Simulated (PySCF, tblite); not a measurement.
# FGeH6N, a complex of two parts: NMR shifts, interaction energy, infrared bands, spin-spin couplings and core binding energies

The task here is to estimate one member of a computed series from the others.

Computed with tblite 0.8.0 and PySCF 2.14.0; each step states its level. No surroundings beyond the atoms listed, unless a continuum is named. Atoms count from 0, parts from 1.

## Starting point

9 atoms, charge 0, multiplicity 1; geometry: rigid parts in contact. Parts: 1 = atoms 0–4, `[F][GeH3]`, charge 0; 2 = atoms 5–8, `N`, charge 0.

Set-up of the first run:

What the job is given:

```
{"job": {"kind": "dock", "xc": "GFN2-xTB", "basis": "xTB"}, "charge": 0, "multiplicity": 1, "parts": [{"atoms": "0-4", "charge": 0, "multiplicity": 1}, {"atoms": "5-8", "charge": 0, "multiplicity": 1}]}
Ge    -0.134680     0.010585    -0.032385
F      1.547509    -0.124485     0.368362
H     -0.382615    -1.180695    -0.897626
H     -0.219019     1.324994    -0.736321
H     -0.811195    -0.030399     1.297970
N      0.942590     3.152523    -0.802075
H      1.752816     3.707015    -1.050464
H      0.935422     3.053715     0.205831
H      0.118201     3.678843    -1.064654
```

Method: GFN2-xTB search for minima from random contacts, gas phase.

Run with:

```bash
$ OMP_NUM_THREADS=1 python cluster_run.py task.json out
```

The driver reads the jobs from task.json and runs them one after another.

Among the steps run: Bringing the parts together with GFN2-xTB; Relaxing the molecule at PBE0-D3(BJ)/def2-TZVPD; Nuclear shieldings: PBE0/pcSseg-2; Coupled-cluster interaction energy: CCSD(T) and MP2.

One of the session's tables, all rows but one given; the rest of the session is left out.

It belongs to the step «Coupled-cluster interaction energy: CCSD(T) and MP2». 

| method | interaction energy (kcal/mol) |
| --- | --- |
| HF/aug-cc-pVDZ | -1.75 |
| MP2/aug-cc-pVDZ | -3.35 |
| CCSD/aug-cc-pVDZ | -3.18 |
| CCSD(T)/aug-cc-pVDZ | -3.42 |
| HF/aug-cc-pVQZ | -1.75 |
| MP2/aug-cc-pVQZ | -3.89 |
| SCS-MP2/aug-cc-pVQZ | ? |
| MP2, extrapolated | -3.99 |
| CCSD(T), limit estimate | -4.06 |

Estimate the missing values for SCS-MP2/aug-cc-pVQZ.

The run gave: interaction energy (kcal/mol): -3.34. In the column «interaction energy (kcal/mol)» it lies between MP2/aug-cc-pVDZ (-3.35) and CCSD/aug-cc-pVDZ (-3.18).

Limits of these values: The interaction energy leaves out the deformation of the parts, 0.44 kcal/mol (MP2); added to the CCSD(T) estimate it gives a binding of about -3.63 kcal/mol.
